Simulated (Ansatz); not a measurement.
# TaN: the cost of one run

Computed with Ansatz 0.2.0 (DFT LDA, scalar-relativistic, unless a step's input says otherwise).

**1. The starting structure**

The structure is hexagonal, space group P6/mmm (No. 191). The conventional cell has a = 5.185 Å, b = 5.185 Å, c = 2.908 Å, α = 90.00°, β = 90.00°, γ = 120.00°. Around Ta (site symmetry 6/mmm) lie 6 N at 2.59 Å and 2 Ta at 2.91 Å. Ta (site symmetry -6m2) has 6 N at 2.09 Å as nearest neighbours. Around N (site symmetry mmm) lie 6 Ta at 2.09 to 2.59 Å.

As a file:

```cif
data_structure
_symmetry_space_group_name_H-M 'P 1'
_symmetry_Int_Tables_number 1
_cell_length_a 5.1850
_cell_length_b 5.1850
_cell_length_c 2.9080
_cell_angle_alpha 90.000
_cell_angle_beta 90.000
_cell_angle_gamma 120.000
_cell_volume 67.71
loop_
_atom_site_label
_atom_site_type_symbol
_atom_site_fract_x
_atom_site_fract_y
_atom_site_fract_z
_atom_site_occupancy
Ta1 Ta 0.00000 0.00000 0.00000 1
Ta2 Ta 0.33333 0.66667 0.50000 1
Ta3 Ta 0.66667 0.33333 0.50000 1
N1 N 0.50000 0.00000 0.00000 1
N2 N 0.50000 0.50000 0.00000 1
N3 N 0.00000 0.50000 0.00000 1
```

Atoms are numbered in the order of the input: Ta1, Ta2, Ta3, N4, N5, N6.

**2. The deformed structure**

Space group P6/mmm before, P6/mmm after.

**3. Full-potential LAPW**

The input, input.yaml:

```yaml
crystal:
  lattice:
    - [5.1331492632, 0.0, 0.0]
    - [-2.5665746316, 4.4454376634, 0.0]
    - [0.0, 0.0, 2.908]
  atoms:
    - { symbol: Ta, position: [0.0, 0.0, 0.0] }
    - { symbol: Ta, position: [0.3333333333, 0.6666666667, 0.5] }
    - { symbol: Ta, position: [0.6666666667, 0.3333333333, 0.5] }
    - { symbol: "N", position: [0.5, 0.0, 0.0] }
    - { symbol: "N", position: [0.5, 0.5, 0.0] }
    - { symbol: "N", position: [0.0, 0.5, 0.0] }
kpoints:
  mp_grid: { grid: [5, 5, 8] }
  band_path:
    path:
      - [0.0, 0.0, 0.0]
      - [0.5, 0.0, 0.0]
      - [0.3333333333, 0.3333333333, 0.0]
      - [0.0, 0.0, 0.0]
      - [0.0, 0.0, 0.5]
      - [0.5, 0.0, 0.5]
      - [0.3333333333, 0.3333333333, 0.5]
      - [0.0, 0.0, 0.5]
      - [0.5, 0.0, 0.5]
    npoints: 5
scf:
  occupations: { method: fermi_dirac, width: 0.03 }
hamiltonian:
  xc: lda
  pseudopotentials: { kind: all_electron, lapw: { basis_error: 0.0005 } }
output:
  forces: true
  stress: true
  eigenvalues: true
```

Launch:

```console
ansatz run input.yaml --threads 2 --pin off --max-ram 8192MiB --backend cpu --events-out ev --progress --plain --runs-dir out
```

Q: Estimate wall time and peak memory on 2 threads of Arm Neoverse V1, shared host.

About 1.7 min, with a peak of 0.82 GiB.
